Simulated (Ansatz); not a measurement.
This script makes an equation of state with a fit of ZrC, space group P6_3/mmc with Ansatz's Python interface.

`eos.py`
```python
# -*- coding: utf-8 -*-
import logging
import sys
import warnings

import ansatz as az
import numpy as np
from scipy.optimize import curve_fit

logging.basicConfig(stream=sys.stdout, format="%(levelname)s %(message)s")
log = logging.getLogger("ansatz_job")
log.setLevel(logging.INFO)

vectors0 = np.array([
    [3.391476, 0.0, 0.0],
    [-1.695738, 2.937105, 0.0],
    [0.0, 0.0, 5.290053],
])
sites = [
    ("Zr", (1 / 3, 2 / 3, 0.25)),
    ("Zr", (2 / 3, 1 / 3, 0.75)),
    ("C", (0.0, 0.0, 0.0)),
    ("C", (0.0, 0.0, 0.5)),
]


def make_crystal(cell):
    crystal = az.Crystal(lattice=az.Lattice.of(cell))
    for symbol, position in sites:
        crystal = crystal.atom(symbol, position)
    return crystal

def vinet(v, e0, v0, b0, b1):
    eta = (v / v0) ** (1 / 3)
    return e0 + 2 * b0 * v0 / (b1 - 1) ** 2 * (2 - (5 + 3 * b1 * (eta - 1) - 3 * eta) * np.exp(-1.5 * (b1 - 1) * (eta - 1)))


def main():
    warnings.simplefilter("ignore", az.DeckWarning)

    volumes, energies = [], []
    for scale in np.linspace(0.94, 1.06, 7):
        cell = vectors0 * scale ** (1 / 3)
        setup = (
            make_crystal(cell).calculation()
            .functional("PBEsol")
            .occupations("Fermi-Dirac", width=150 * az.meV)
            .basis(500)
            .kpoints(8, 8, 5)
        )
        data = setup.run(threads=1).report
        volumes.append(abs(np.linalg.det(cell)) / len(sites))
        energies.append(data["free_energy_ev"] / len(sites))
        log.info(f"V = {volumes[-1]:8.4f} A^3/atom  F = {energies[-1]:.5f} eV/atom")

    guess = (min(energies), volumes[int(np.argmin(energies))], 0.5, 4.5)
    (e0, v0, b0, b1), _ = curve_fit(vinet, np.array(volumes), np.array(energies), p0=guess, maxfev=20000)
    log.info(f"Vinet fit: V0 = {v0:.4f} A^3/atom, B0 = {160.21766 * b0:.1f} GPa, B1 = {b1:.2f}")
    print("largest residual", round(1000 * float(np.abs(vinet(np.array(volumes), e0, v0, b0, b1) - energies).max()), 3), "meV/atom")


if __name__ == "__main__":
    main()
```

From its runs, with one value withheld:

| V (Å³/atom) | F less the lowest row shown (meV/atom) |
| --- | --- |
| 12.383 | 6.21 |
| 12.647 | 0.00 |
| 12.910 | 1.95 |
| 13.174 | 11.25 |
| 13.437 | 27.16 |
| 13.701 | 49.00 |
| 13.964 | ? |

What is the missing energy at 13.964 Å³ an atom?

A third-order Birch-Murnaghan fit, E = E0 + (9 V0 B0 / 16) [(t - 1)³ B' + (t - 1)² (6 - 4t)] with t = (V0/V)^(2/3), through the 6 rows shown gives V0 = 12.712 Å³, B0 = 233.1 GPa, B' = 4.13 and E0 = -0.24 meV. At V = 13.964 Å³, t = 0.93927, and the fit extrapolates to 76.20 meV. The run gave 76.19 meV, a miss of 0.01 meV.

Notes:
- The run is spin-unpolarised.
- Shape and fractional positions are held along the curve, so the bulk modulus is an upper value where they are free to relax.
- For a metal this k-point mesh is coarse: on a finer one energies can move by several to tens of meV an atom and pressures by half a GPa or more, differences at one mesh by less.
- The structure comes from a database of computed cells and needn't be a stable or known phase.
- Wall time of the script: 8.9 s on 1 thread of Intel(R) Xeon(R) Processor @ 2.30GHz, on a shared host, peak memory 0.57 GiB.
